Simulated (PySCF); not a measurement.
# BiF3(NH3): other functionals and bases at one geometry

The task here is to estimate one member of a computed series from the others.

Program: PySCF 2.14.0. Level of theory: several levels, as the steps say, no spin–orbit coupling. These are calculated values, not measurements.

1 further run of the same task is left out (for a known fault of the program).

## Starting geometry

8 atoms, charge 0, spin multiplicity 1.

Bond lengths: Bi1–F2 2.043 Å, Bi1–F3 2.036 Å, Bi1–F4 2.039 Å, Bi1–N5 2.662 Å, N5–H6 1.021 Å, N5–H7 1.018 Å, N5–H8 1.022 Å. Angles: F2–Bi1–F3 93.2°, F2–Bi1–F4 91.9°, F2–Bi1–N5 155.9°, F3–Bi1–F4 95.6°, F3–Bi1–N5 72.5°, F4–Bi1–N5 71.1°, Bi1–N5–H6 99.3°, Bi1–N5–H7 135.1°, Bi1–N5–H8 94.8°, H6–N5–H7 108.9°, H6–N5–H8 107.0°, H7–N5–H8 108.8°.

Geometry (Å):

```mol
BiF3H3N
  3D, bonds by distance, orders not assigned

  8  7  0  0  0  0  0  0  0  0999 V2000
    0.2717    0.8166    0.0712 Bi  0  0
    1.3168   -0.3750    1.3599 F   0  0
   -1.5297    0.2733    0.8490 F   0  0
    0.3011   -0.6145   -1.3804 F   0  0
   -1.5905    1.3886   -1.7427 N   0  0
   -2.4251    1.1615   -1.2007 H   0  0
   -1.7930    2.1871   -2.3415 H   0  0
   -1.3870    0.5782   -2.3314 H   0  0
  1  2  8  0
  1  3  8  0
  1  4  8  0
  1  5  8  0
  5  6  8  0
  5  7  8  0
  5  8  8  0
M  END
```

Formal oxidation states: Bi +3. An earlier session relaxed this geometry at PBE0, Bi def2-SVP with ECP60, F def2-SVP, N def2-SVP, H def2-SVP (singlet, point group C1).

At PBE0 on the finer grid: E = -570.169622 Eh, HOMO -8.47 eV, LUMO -1.01 eV, Mulliken charge on Bi1 +1.33 e, largest force component 0.044 eV/Å. 

Levels to run: TPSS; B3LYP; PBE0, TZVP. Hardware: 2 threads of Arm Neoverse V2, shared host.

The first run:

The input, run.py (the lines that set the calculation):

```python
mol = gto.M(atom='''
Bi     0.27167     0.81663     0.07122
F      1.31680    -0.37504     1.35985
F     -1.52967     0.27334     0.84897
F      0.30113    -0.61449    -1.38045
N     -1.59053     1.38865    -1.74270
H     -2.42505     1.16151    -1.20066
H     -1.79300     2.18710    -2.34155
H     -1.38705     0.57823    -2.33139''',
    basis={'Bi': 'def2-SVP', 'F': 'def2-SVP', 'N': 'def2-SVP', 'H': 'def2-SVP'},
    ecp={'Bi': 'def2-SVP'},
    charge=0, spin=0)
mf = dft.RKS(mol, xc='TPSS')
mf.grids.atom_grid = (75, 302)
mf = mf.density_fit()  # fitting sets: Bi def2-universal-JKFIT, F def2-universal-JKFIT, N def2-universal-JKFIT, H def2-universal-JKFIT
mf.conv_tol = 1e-08; mf.max_cycle = 55
mf.kernel(dm0)  # dm0: the density of the relaxed state
```

Started as:

```bash
$ OMP_NUM_THREADS=2 python run.py
```

Steps of the session up to this table: TPSS; B3LYP; PBE0, TZVP.

One of the session's tables, all rows but one given; the rest of the session is left out.

```
              level  HOMO (eV)  gap (eV)  charge on Bi1 (e)  dipole (D)  largest force component (eV/Å)
PBE0 (relaxed here)      -8.47      7.46               1.33        6.83                            0.04
               TPSS      -7.01      5.45               1.19        6.47                            0.60
              B3LYP      -8.19      6.95               1.29        6.73                            0.33
         PBE0, TZVP          ?         ?                  ?           ?                               ?
```

Q: Estimate the row for PBE0, TZVP from the others.

The run gave: HOMO (eV): -8.80; gap (eV): 7.43; charge on Bi1 (e): 1.43; dipole (D): 6.90; largest force component (eV/Å): 0.79. In the column «HOMO (eV)» it is the lowest.

In one basis the HOMO–LUMO gap runs from 5.45 eV (TPSS) to 7.46 eV (PBE0). The largest leftover force, 0.79 eV/Å with PBE0, TZVP, stands at a geometry relaxed at another level. Total energies of different levels can't be compared.
